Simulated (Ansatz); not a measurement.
What does this script print? It uses the Python package of Ansatz (0.2.0).

The script reads `brgeh4op.xyz`:
```text
8

O     0.20810    1.49380   -1.15060
Ge   -0.40790    0.23670   -0.07060
P     1.08000   -1.46720   -0.08730
Br   -2.39170   -0.54360   -0.80680
H    -0.52270    2.24200   -1.09470
H    -0.54670    0.81410    1.36770
H     2.11500   -0.72740    0.71290
H     0.55820   -2.10560    1.07350
```

`scan_brgeh4op.py`
```python
# -*- coding: utf-8 -*-
"""Potential curve of BrGeH4OP along one bond."""

import ansatz as az
import numpy as np

geometry = az.Crystal.molecule_from_extxyz("brgeh4op.xyz")

symbols = [site.symbol for site in geometry.cartesian_sites]
start = np.array([site.position_ang for site in geometry.cartesian_sites])
axis = (start[0] - start[1]) / np.linalg.norm(start[0] - start[1])
moving = [0, 4]
lengths, energies = [1.556, 1.627, 1.697, 1.768, 1.839, 1.91, 1.98, 2.086], []
for length in lengths:
    xyz = start.copy()
    xyz[moving] += (length - np.linalg.norm(start[0] - start[1])) * axis
    point = az.Crystal.molecule()
    for symbol, place in zip(symbols, xyz):
        point = point.atom(symbol, place.tolist())
    calc = (
        point.calculation()
        .basis(gaussian="def2-SVP")  # atom-centred Gaussian functions
        .correlation("mp2")  # correlation on top of the mean field
    )
    report = calc.run(threads=1, backend="cpu").report
    energies.append(report["free_energy_ev"])
    print(f"r = {length:6.3f} A  E = {energies[-1]:.5f} eV  <S^2> = {abs(report['mean_field']['state']['spin_squared']):.3f}")

# quartic fit about the minimum
fit = np.polynomial.Polynomial.fit(lengths, np.array(energies) - min(energies), 4).convert()
roots = [r.real for r in fit.deriv().roots() if abs(r.imag) < 1e-9 and fit.deriv(2)(r.real) > 0]
r_e = min(roots, key=lambda r: abs(r - lengths[int(np.argmin(energies))]))
print(f"minimum of the fit at {r_e:.4f} A, force constant {fit.deriv(2)(r_e):.2f} eV/A^2")
```

`python scan_brgeh4op.py` gives:
```text
r =  1.556 A  E = -137846.25910 eV  <S^2> = 0.000
r =  1.627 A  E = -137846.88197 eV  <S^2> = 0.000
r =  1.697 A  E = -137847.20456 eV  <S^2> = 0.000
r =  1.768 A  E = -137847.32280 eV  <S^2> = 0.000
r =  1.839 A  E = -137847.29336 eV  <S^2> = 0.000
r =  1.910 A  E = -137847.16167 eV  <S^2> = 0.000
r =  1.980 A  E = -137846.96377 eV  <S^2> = 0.000
r =  2.086 A  E = -137846.58503 eV  <S^2> = 0.000
minimum of the fit at 1.7849 A, force constant 26.86 eV/A^2
```

What to keep in mind:
- Total energies depend on the basis set; only differences at equal settings carry meaning.
- The rest of the molecule is held rigid at a force-field or estimated start geometry, and the basis set is modest; single-reference methods fail as a bond breaks.
- The orbitals are restricted, so S² is zero by construction.
- S² is that of the Hartree-Fock reference.
- Run time: 26 s on 1 thread of Arm Neoverse V2 (shared host), peak memory 0.33 GiB.
